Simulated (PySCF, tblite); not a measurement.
# C₅H₁₁NSeSi₂: geometry, infrared bands and NMR shifts

Wanted: the infrared bands and NMR shifts of C₅H₁₁NSeSi₂ (`C[Se][C@@H]1C[C@H](C#N)[SiH2][SiH2]1`), by calculation.

Computed with tblite 0.8.0 and PySCF 2.14.0, with density-fitted response routines of our own, on a single molecule in the gas phase. Atoms count from 0, in the outputs and in this text.

### Step 1. Starting geometry

20 atoms, charge 0, multiplicity 1; geometry from: force field or distance geometry start.

Bonds of the start (Å): C0–Se1 1.93, Se1–C2 1.90, C2–C3 1.53, C3–C4 1.51, C4–C5 1.48, C5–N6 1.17, C4–Si7 1.88, Si7–Si8 2.25, Si8–C2 1.90, C0–H9 1.10, C0–H10 1.11, C0–H11 1.10, C2–H12 1.11, C3–H13 1.11, C3–H14 1.10, C4–H15 1.09, Si7–H16 1.47, Si7–H17 1.45, Si8–H18 1.46, Si8–H19 1.45.

### Step 2. Optimising the geometry with GFN2-xTB

What the job is given:

```
{"job": {"kind": "relax", "xc": "GFN2-xTB", "basis": "xTB"}, "charge": 0, "multiplicity": 1}
C      3.462600    -0.210900    -0.361600
Se     2.275700    -0.092100     1.152000
C      0.466500    -0.560200     0.789400
C     -0.024900    -0.113500    -0.589200
C     -1.407200    -0.691200    -0.807300
C     -1.927500    -0.223000    -2.108800
N     -2.345700     0.137100    -3.137500
Si    -2.485400     0.053700     0.543500
Si    -0.723000     0.429300     1.884800
H      2.986500     0.223500    -1.255600
H      3.808900    -1.248800    -0.559400
H      4.359500     0.388100    -0.130100
H      0.232700    -1.629500     1.001900
H      0.657600    -0.458800    -1.396000
H     -0.089500     0.979700    -0.590400
H     -1.435900    -1.779300    -0.774800
H     -3.389200    -0.949700     1.113800
H     -3.158900     1.258800     0.114400
H     -0.872200    -0.165000     3.206400
H     -0.395700     1.843100     1.901500
```

Command:

```bash
OMP_NUM_THREADS=1 python probes_run.py task.json out
```

One launch serves the whole session: the jobs run in the order shown.

**Question.** This job is followed by: GFN2-xTB harmonic vibrations, gas phase; GIAO PBE0/pcSseg-1 NMR shielding, non-relativistic, gas phase. Predict these results of the whole session: strongest single infrared mode (GFN2-xTB); zero-point energy (GFN2-xTB); ¹³C shifts against TMS (PBE0/pcSseg-1); ¹H shifts against TMS (PBE0/pcSseg-1, means over atoms taken as alike); ⁷⁷Se shifts against Me2Se (PBE0/pcSseg-1); ¹⁵N shifts against NH3 (PBE0/pcSseg-1); ²⁹Si shifts against TMS (PBE0/pcSseg-1).

**Answer**, as computed:

```
                                                              quantity                                                     value
                             strongest single infrared mode (GFN2-xTB)                                     2242 cm⁻¹, 563 km/mol
                                          zero-point energy (GFN2-xTB)                                             87.4 kcal/mol
                                ¹³C shifts against TMS (PBE0/pcSseg-1)                         125.6, 42.5, 35.4, 17.6, 15.4 ppm
¹H shifts against TMS (PBE0/pcSseg-1, means over atoms taken as alike)  4.26, 4.15, 4.13, 3.80, 2.86, 2.22, 2.21, 1.68, 1.64 ppm
                             ⁷⁷Se shifts against Me2Se (PBE0/pcSseg-1)                                                   201 ppm
                                ¹⁵N shifts against NH3 (PBE0/pcSseg-1)                                                 296.8 ppm
                               ²⁹Si shifts against TMS (PBE0/pcSseg-1)                                          -56.6, -63.7 ppm
```

What this shows: Relaxing lowered the energy by 0.782 eV in 98 steps; the close pair that moved most is Si7–Si8, from 2.246 to 2.323 Å. No mode is imaginary among the 54: a minimum at this level. The strongest single mode, at 2242 cm⁻¹, moves mainly H16. Unscaled tight-binding wavenumbers are off by several per cent, some by more. Its intensities can rank the bands wrongly. C5 (nitrile carbon) lies farthest downfield among carbon, at 125.6 ppm; this is the usual window of a C≡N carbon, which has no attached hydrogen. At PBE0/pcSseg-1: Shielding is most anisotropic at Se1 (span 841 ppm, paramagnetic term -1441 ppm). Spin-orbit coupling is left out, which matters for shieldings and couplings at and beside the heavy atoms.
